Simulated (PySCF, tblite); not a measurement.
**C2H8BSi radical: geometry, infrared bands and EPR parameters**

Wanted: the infrared bands and EPR parameters of C2H8BSi radical (`CB(C)[SiH2]`), by calculation.

The runs use tblite 0.8.0 and PySCF 2.14.0, with density-fitted response routines of our own; the level of theory stands in each step. All values are computed, except where a source is named. Atoms count from 0, in the outputs and in this text.

## Step 1: The starting structure

12 atoms, charge 0, multiplicity 2; geometry from: force field or distance geometry start.

Bonds of the start (Å): C0–B1 1.58, B1–C2 1.58, B1–Si3 1.95, C0–H4 1.12, C0–H5 1.11, C0–H6 1.11, C2–H7 1.12, C2–H8 1.11, C2–H9 1.11, Si3–H10 1.47, Si3–H11 1.46.

## Step 2: Relaxing the molecule with GFN2-xTB

The job: settings as JSON, then the geometry in Å.

```
{"job": {"kind": "relax", "xc": "GFN2-xTB", "basis": "xTB"}, "charge": 0, "multiplicity": 2}
C     -0.149000     1.509700     0.281200
B     -0.006700    -0.053000     0.469400
C     -1.170500    -0.989000    -0.046400
Si     1.799600    -0.770800     0.345600
H     -1.172700     1.831000     0.606900
H     -0.014400     1.768800    -0.789900
H      0.597800     2.048900     0.892800
H     -2.151200    -0.571800     0.283700
H     -1.057900    -2.014200     0.358800
H     -1.156900    -1.025900    -1.154000
H      1.790700    -1.968800    -0.513100
H      2.692100     0.234500    -0.216900
```

On the command line:

```bash
$ OMP_NUM_THREADS=1 python probes_run.py task.json out
```

This one command runs all jobs of the session in turn.

**Question.** This job is followed by: GFN2-xTB harmonic vibrations, gas phase; UKS B3LYP, pcH-1 on B C H Si, non-relativistic, mean-field spin-orbit, GIAO. Predict these results of the whole session: strongest single infrared mode (GFN2-xTB); zero-point energy (GFN2-xTB); g(iso) (B3LYP); ⟨S²⟩; largest a(iso) (averaged by class); potential on the surface of density 0.002 e/bohr³, 1st and 99th percentile.

As calculated:

```
                                                                  quantity                   value
                                 strongest single infrared mode (GFN2-xTB)   2204 cm⁻¹, 580 km/mol
                                              zero-point energy (GFN2-xTB)           57.5 kcal/mol
                                                            g(iso) (B3LYP)                 2.00371
                                                                      ⟨S²⟩      0.753 (exact 0.75)
                                        largest a(iso) (averaged by class)  29Si on Si3, -77.1 MHz
potential on the surface of density 0.002 e/bohr³, 1st and 99th percentile      -0.17 V and 0.66 V
```

In words: Relaxing lowered the energy by 0.734 eV in 76 steps; the close pair that moved most is B1–Si3, from 1.948 to 1.888 Å. The lowest mode is slightly imaginary (12i cm⁻¹), a soft motion within the noise of the Hessian, so the minimum is not strictly shown. The strongest single mode, at 2204 cm⁻¹, moves mainly H11 and H10. GFN2-xTB is a fitted tight-binding method: band positions and strengths are rough. Its intensities can rank the bands wrongly. Si3 carries the largest spin population, 0.85 e. The isotropic g lies 1.4 ppt above the free-electron value. The conformer search found further structures of the same energy, which may be mirror or relabelled copies of this one.
